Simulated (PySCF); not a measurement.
Molecule: FGaClH, in a box.

```xyz
4
Lattice="12.0000 0.0000 0.0000 0.0000 13.0000 0.0000 0.0000 0.0000 11.0000" Properties=species:S:1:pos:R:3 pbc="T T T"
F     4.6809    6.7013    5.9549
Ga    6.3115    6.7555    5.5867
Cl    7.3917    5.0213    6.0435
H     6.9934    8.0746    5.0682
```

The cell isn't the ideal one: atoms moved at random, drawn with an rms of 0.05 Å.

Program: PySCF 2.14.0. Alike in all runs: task atomic charges; potentials or basis 6-31g* (all-electron); no spin polarisation; cell atoms moved at random, drawn with an rms of 0.05 Å; k mesh 1 × 1 × 1; smearing fixed.

Question: Order these runs on this cell by their band gap on the k mesh, lowest first.
A. level revPBE+D4; three-body dispersion term yes
B. level SOGGA11
C. level PBE50; exxdiv ewald
D. level TPSSh+D4; three-body dispersion term yes; exxdiv ewald

Answer: A (5.67 eV), B (6.25 eV), D (6.78 eV), C (10.11 eV).

Caveats: this is a molecule in a periodic box at the Γ point, so its band gap is the HOMO-LUMO gap; relativity is left out, which matters for the heavier elements; the basis of atomic orbitals isn't converged, which shifts pressures, moduli and gaps.

